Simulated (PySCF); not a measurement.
# CH₁₀N₂PbSi: NMR shieldings

Aim: compute the NMR shieldings of CH₁₀N₂PbSi (`CN[SiH2][NH][PbH3]`).

Computed with PySCF 2.14.0 and routines of our own; the level stands in each step. Atoms count from 0.

## 1. The starting structure

15 atoms, charge 0, multiplicity 1; geometry from: GFN2-xTB.

## 2. NMR shieldings: PBE/pcSseg-1 Pb:us-x2c-TZVPall-2c, spin–orbit

The job: settings as JSON, then the geometry in Å.

```
{"job": {"kind": "hnmr", "xc": "PBE", "basis": {"default": "pcSseg-1", "Pb": "us-x2c-TZVPall-2c"}, "rel": "so"}, "charge": 0, "multiplicity": 1}
C     -2.892717    -0.105714    -0.101383
N     -1.557018    -0.614381     0.053177
Si    -0.196569     0.396510    -0.228561
N      1.165101    -0.618571    -0.016780
Pb     3.126910     0.115567    -0.391129
H     -3.234008     0.470671     0.767627
H     -2.912346     0.550679    -0.967863
H     -3.594130    -0.925642    -0.268348
H     -1.500589    -1.299933     0.790052
H     -0.232496     0.797441    -1.635403
H     -0.178214     1.609593     0.622852
H      1.159237    -1.235979     0.776805
H      3.599417     1.165615     0.914250
H      4.171093    -1.258794    -0.462174
H      3.071917     0.960927    -1.886344
```

Method: PBE/pcSseg-1 Pb:us-x2c-TZVPall-2c GIAO NMR shielding, X2C with spin-orbit coupling, screened-nuclear two-electron part, Gaussian nuclei, gas phase.

Launch:

```console
$ OMP_NUM_THREADS=1 python heavy_run.py task.json out
```

One launch serves the whole session: the jobs run in the order shown.

Log:

```text
spin-free SCF
coarse grid: 55216 points
cycle   1  E = -21329.2877152479  dE = -4.972e-01  |g| = 1.788e+00  |ddm| = 8.155e+00
cycle   2  E = -21328.5026822666  dE =  7.850e-01  |g| = 1.882e+00  |ddm| = 3.462e+00
cycle   3  E = -21329.0207581650  dE = -5.181e-01  |g| = 1.347e+00  |ddm| = 3.729e+00
cycle   4  E = -21329.4088163829  dE = -3.881e-01  |g| = 2.788e-01  |ddm| = 1.103e+00
cycle   5  E = -21329.4147967450  dE = -5.980e-03  |g| = 2.261e-01  |ddm| = 4.703e-01
cycle   6  E = -21329.4254507562  dE = -1.065e-02  |g| = 5.178e-02  |ddm| = 2.524e-01
cycle   7  E = -21329.4260036112  dE = -5.529e-04  |g| = 9.933e-03  |ddm| = 4.861e-02
cycle   8  E = -21329.4260222879  dE = -1.868e-05  |g| = 2.358e-03  |ddm| = 1.097e-02
cycle   9  E = -21329.4260231241  dE = -8.362e-07  |g| = 6.085e-04  |ddm| = 2.291e-03
final grid: 113816 points
cycle  10  E = -21329.3887019316  dE = -3.730e-05  |g| = 3.037e-03  |ddm| = 2.338e-03
cycle  11  E = -21329.3887016718  dE =  2.598e-07  |g| = 1.418e-03  |ddm| = 1.798e-03
cycle  12  E = -21329.3887014003  dE =  2.715e-07  |g| = 1.800e-03  |ddm| = 2.613e-03
cycle  13  E = -21329.3887020234  dE = -6.231e-07  |g| = 4.767e-04  |ddm| = 1.786e-03
cycle  14  E = -21329.3887020739  dE = -5.045e-08  |g| = 6.793e-05  |ddm| = 4.598e-04
cycle  15  E = -21329.3887020747  dE = -8.513e-10  |g| = 1.152e-05  |ddm| = 6.773e-05
converged SCF energy = -21329.3887020747
two-component SCF
cycle   1  E = -21315.6352932893  dE = -2.132e+04  |FDS-SDF| = 5.081e+02
cycle   2  E = -21353.9919064496  dE = -3.836e+01  |FDS-SDF| = 1.104e+00
cycle   3  E = -21353.9923936096  dE = -4.872e-04  |FDS-SDF| = 1.472e-01
cycle   4  E = -21353.9922189257  dE =  1.747e-04  |FDS-SDF| = 8.700e-02
cycle   5  E = -21353.9925538139  dE = -3.349e-04  |FDS-SDF| = 3.110e-02
cycle   6  E = -21353.9926777274  dE = -1.239e-04  |FDS-SDF| = 1.462e-02
cycle   7  E = -21353.9927237404  dE = -4.601e-05  |FDS-SDF| = 1.172e-03
cycle   8  E = -21353.9927239726  dE = -2.322e-07  |FDS-SDF| = 4.451e-04
cycle   9  E = -21353.9927240112  dE = -3.869e-08  |FDS-SDF| = 1.008e-04
cycle  10  E = -21353.9927240135  dE = -2.219e-09  |FDS-SDF| = 1.757e-05
converged, E = -21353.9927240135

Field gradients (au) and densities at the nuclei (bohr^-3)
atom        Vxx        Vyy        Vzz        centre      nuclear mean
  0 C     -0.1039    -0.1157     0.2196        114.309        114.308
  1 N      0.3267     0.7380    -1.0647        185.513        185.512
  2 Si    -0.0456    -0.2095     0.2552       1575.820       1575.800
  3 N      0.2838     0.5683    -0.8521        185.770        185.770
  4 Pb    -1.8217    -2.0994     3.9211    2710402.676    2498450.139
  5 H     -0.1409    -0.1532     0.2941          0.391          0.391
  6 H     -0.1447    -0.1663     0.3110          0.391          0.391
  7 H     -0.1455    -0.1596     0.3051          0.390          0.390
  8 H     -0.1747    -0.2511     0.4259          0.379          0.379
  9 H     -0.0760    -0.0857     0.1617          0.372          0.372
 10 H     -0.0726    -0.0754     0.1480          0.368          0.368
 11 H     -0.1920    -0.2503     0.4422          0.375          0.375
 12 H     -0.0546    -0.0561     0.1106          0.326          0.326
 13 H     -0.0566    -0.0590     0.1156          0.327          0.327
 14 H     -0.0586    -0.0609     0.1195          0.327          0.327
without picture change
  4 Pb                           4.6829                   7244887.549

Core orbital energies (eV)
atom   shell        mean    spread
  2 Si 1s        -1783.941   0.000
  2 Si 2s         -137.946   0.000
  2 Si 2p1/2       -94.482   0.000
  2 Si 2p3/2       -93.859   0.045
  4 Pb 1s       -87732.100   0.000
  4 Pb 2s       -15687.937   0.000
  4 Pb 3s        -3766.501   0.000
  4 Pb 4s         -852.166   0.000
  4 Pb 5s         -143.290   0.000
  4 Pb 6s          -14.736   0.000
  4 Pb 2p1/2    -15065.213   0.000
  4 Pb 2p3/2    -12888.964   0.003
  4 Pb 3p1/2     -3485.861   0.000
  4 Pb 3p3/2     -2999.448   0.010
  4 Pb 4p1/2      -730.712   0.000
  4 Pb 4p3/2      -611.537   0.015
  4 Pb 5p1/2      -101.780   0.000
  4 Pb 5p3/2       -79.649   0.019
  4 Pb 3d3/2     -2538.904   0.009
  4 Pb 3d5/2     -2435.446   0.012
  4 Pb 4d3/2      -413.840   0.015
  4 Pb 4d5/2      -391.440   0.019
  4 Pb 5d3/2       -22.849   0.034
  4 Pb 5d5/2       -20.280   0.208
  4 Pb 4f5/2      -134.884   0.019
  4 Pb 4f7/2      -129.977   0.022

vertical triplet (scalar unrestricted SCF): 4.218 eV

Shielding tensors (ppm)
atom      isotropic    diamagn.    paramagn.     s11        s22        s33       span
  0 C       151.75      241.34      -89.59     124.96     145.86     184.43      59.48
  1 N       237.55      323.27      -85.73     188.66     248.66     275.33      86.67
  2 Si      345.27      868.54     -523.27     299.97     319.80     416.05     116.07
  3 N       264.69      320.15      -55.46     245.20     260.43     288.43      43.23
  4 Pb    11109.32     8849.09     2260.23   10835.95   11060.20   11431.81     595.86
  5 H        28.55       27.49        1.06      22.98      26.68      35.98      13.00
  6 H        28.98       28.46        0.52      25.04      27.06      34.84       9.80
  7 H        28.58       26.63        1.96      23.43      26.50      35.82      12.40
  8 H        32.20       34.86       -2.66      22.63      33.81      40.17      17.54
  9 H        26.42       31.70       -5.28      22.12      26.22      30.91       8.79
 10 H        25.57       31.26       -5.69      21.38      25.09      30.24       8.86
 11 H        31.93       33.72       -1.79      19.76      31.08      44.95      25.18
 12 H        21.18       26.22       -5.04       6.16      17.00      40.37      34.21
 13 H        22.19       26.11       -3.92       7.98      17.60      41.00      33.02
 14 H        22.28       26.68       -4.39       8.54      17.68      40.63      32.10
```

Wall time 4.5 min (1 thread of Arm Neoverse N1, shared host); peak memory 1.2 GiB.

In short:

```csv
quantity,value
energy from spin-orbit coupling,-24.6040 Eh
```

## 3. NMR shieldings: PBE/pcSseg-1 Pb:us-x2c-TZVPall-2c, spin-free

The job, as its differences from that of step 2:

```diff
@@ -1,2 +1,2 @@
-{"job": {"kind": "hnmr", "xc": "PBE", "basis": {"default": "pcSseg-1", "Pb": "us-x2c-TZVPall-2c"}, "rel": "so"}, "charge": 0, "multiplicity": 1}
+{"job": {"kind": "hnmr", "xc": "PBE", "basis": {"default": "pcSseg-1", "Pb": "us-x2c-TZVPall-2c"}, "rel": "sf"}, "charge": 0, "multiplicity": 1}
 C     -2.892717    -0.105714    -0.101383
```

Level: PBE/pcSseg-1 Pb:us-x2c-TZVPall-2c GIAO NMR shielding, spin-free X2C, Gaussian nuclei, gas phase.

Log:

```text
spin-free SCF
coarse grid: 55216 points
cycle   1  E = -21329.2877152479  dE = -4.972e-01  |g| = 1.788e+00  |ddm| = 8.155e+00
cycle   2  E = -21328.5026822666  dE =  7.850e-01  |g| = 1.882e+00  |ddm| = 3.462e+00
cycle   3  E = -21329.0207581650  dE = -5.181e-01  |g| = 1.347e+00  |ddm| = 3.729e+00
cycle   4  E = -21329.4088163829  dE = -3.881e-01  |g| = 2.788e-01  |ddm| = 1.103e+00
cycle   5  E = -21329.4147967450  dE = -5.980e-03  |g| = 2.261e-01  |ddm| = 4.703e-01
cycle   6  E = -21329.4254507562  dE = -1.065e-02  |g| = 5.178e-02  |ddm| = 2.524e-01
cycle   7  E = -21329.4260036112  dE = -5.529e-04  |g| = 9.933e-03  |ddm| = 4.861e-02
cycle   8  E = -21329.4260222879  dE = -1.868e-05  |g| = 2.358e-03  |ddm| = 1.097e-02
cycle   9  E = -21329.4260231241  dE = -8.362e-07  |g| = 6.085e-04  |ddm| = 2.291e-03
final grid: 113816 points
cycle  10  E = -21329.3887019316  dE = -3.730e-05  |g| = 3.037e-03  |ddm| = 2.338e-03
cycle  11  E = -21329.3887016718  dE =  2.598e-07  |g| = 1.418e-03  |ddm| = 1.798e-03
cycle  12  E = -21329.3887014003  dE =  2.715e-07  |g| = 1.800e-03  |ddm| = 2.613e-03
cycle  13  E = -21329.3887020234  dE = -6.231e-07  |g| = 4.767e-04  |ddm| = 1.786e-03
cycle  14  E = -21329.3887020739  dE = -5.045e-08  |g| = 6.793e-05  |ddm| = 4.598e-04
cycle  15  E = -21329.3887020747  dE = -8.513e-10  |g| = 1.152e-05  |ddm| = 6.773e-05
converged SCF energy = -21329.3887020747
check of the scalar solution
cycle   1  E = -21329.3887020749  dE = -2.133e+04  |FDS-SDF| = 5.275e+00
cycle   2  E = -21329.3895860140  dE = -8.839e-04  |FDS-SDF| = 3.133e-03
cycle   3  E = -21329.3895860140  dE = -7.276e-11  |FDS-SDF| = 6.232e-05
converged, E = -21329.3895860140

Field gradients (au) and densities at the nuclei (bohr^-3)
atom        Vxx        Vyy        Vzz        centre      nuclear mean
  0 C     -0.1039    -0.1157     0.2196        114.309        114.308
  1 N      0.3265     0.7379    -1.0645        185.513        185.512
  2 Si    -0.0456    -0.2096     0.2553       1575.823       1575.804
  3 N      0.2826     0.5646    -0.8472        185.767        185.766
  4 Pb    -1.7284    -1.9719     3.7003    2690483.872    2479012.566
  5 H     -0.1409    -0.1532     0.2941          0.391          0.391
  6 H     -0.1447    -0.1663     0.3110          0.391          0.391
  7 H     -0.1455    -0.1596     0.3051          0.390          0.390
  8 H     -0.1748    -0.2511     0.4258          0.379          0.379
  9 H     -0.0760    -0.0857     0.1617          0.372          0.372
 10 H     -0.0726    -0.0754     0.1480          0.368          0.368
 11 H     -0.1921    -0.2502     0.4423          0.375          0.375
 12 H     -0.0552    -0.0568     0.1120          0.327          0.327
 13 H     -0.0573    -0.0598     0.1170          0.328          0.328
 14 H     -0.0593    -0.0617     0.1209          0.329          0.329
without picture change
  4 Pb                           4.8547                   7246364.063

Core orbital energies (eV)
atom   shell        mean    spread
  2 Si 1s        -1783.943   0.000
  2 Si 2s         -137.948   0.000
  2 Si 2p          -94.069   0.078
  4 Pb 1s       -87757.730   0.000
  4 Pb 2s       -15694.005   0.000
  4 Pb 3s        -3768.392   0.000
  4 Pb 4s         -852.736   0.000
  4 Pb 5s         -143.423   0.000
  4 Pb 6s          -14.774   0.000
  4 Pb 2p       -13534.366   0.005
  4 Pb 3p        -3145.378   0.017
  4 Pb 4p         -647.223   0.026
  4 Pb 5p          -86.253   0.030
  4 Pb 3d        -2477.549   0.014
  4 Pb 4d         -400.594   0.023
  4 Pb 5d          -21.341   0.308
  4 Pb 4f         -132.342   0.023

Shielding tensors (ppm)
atom      isotropic    diamagn.    paramagn.     s11        s22        s33       span
  0 C       150.89      240.98      -90.09     124.06     144.68     183.93      59.87
  1 N       239.16      323.06      -83.90     192.43     249.65     275.39      82.96
  2 Si      358.77      878.66     -519.89     316.33     335.07     424.91     108.58
  3 N       253.40      319.94      -66.54     221.52     253.34     285.35      63.83
  4 Pb     5832.05    10305.22    -4473.17    5432.55    5622.06    6441.55    1009.01
  5 H        28.53       27.48        1.05      22.94      26.68      35.98      13.05
  6 H        28.97       28.45        0.51      25.02      27.05      34.83       9.80
  7 H        28.57       26.63        1.94      23.40      26.48      35.83      12.43
  8 H        32.16       34.85       -2.70      22.50      33.81      40.16      17.66
  9 H        26.51       31.70       -5.19      22.40      26.17      30.94       8.54
 10 H        25.58       31.26       -5.69      21.37      25.08      30.29       8.92
 11 H        32.38       33.70       -1.32      20.73      31.49      44.91      24.18
 12 H        25.46       26.57       -1.11      14.05      16.49      45.85      31.80
 13 H        25.77       26.55       -0.78      14.55      16.47      46.29      31.74
 14 H        25.89       27.06       -1.18      14.94      16.79      45.93      30.99
```

Wall time 81 s (1 thread of Arm Neoverse N1, shared host); peak memory 1.1 GiB.

## 4. Shieldings side by side

```csv
run,Pb4,Si2,N3,H12,H14,H13,N1,time
"step 2, PBE/pcSseg-1 Pb:us-x2c-TZVPall-2c, spin–orbit",11109.3,345.3,264.7,21.2,22.3,22.2,237.5,4.5 min
"step 3, PBE/pcSseg-1 Pb:us-x2c-TZVPall-2c, spin-free",5832.1,358.8,253.4,25.5,25.9,25.8,239.2,81 s
```

## 5. Summary of results

```
                                                                               quantity                                                     value
energy from spin-orbit coupling (step 2, PBE/pcSseg-1 Pb:us-x2c-TZVPall-2c, spin–orbit)                                               -24.6040 Eh
                     shieldings (step 2, PBE/pcSseg-1 Pb:us-x2c-TZVPall-2c, spin–orbit)  C0 151.8, N1 237.5, Si2 345.3, N3 264.7, Pb4 11109.3 ppm
                      shieldings (step 3, PBE/pcSseg-1 Pb:us-x2c-TZVPall-2c, spin-free)   C0 150.9, N1 239.2, Si2 358.8, N3 253.4, Pb4 5832.1 ppm
```

**Reading.** A contracted two-component basis is stiff near heavy nuclei, so the absolute shieldings of the heavy atoms from it are rough. In step 2, Pb4 has the widest tensor, 596 ppm. Pb4 moves most between the runs, by 5277 ppm; the labels say what changes from run to run. The geometry comes from tight binding, which is rough for metal atoms, and these values hang on it.
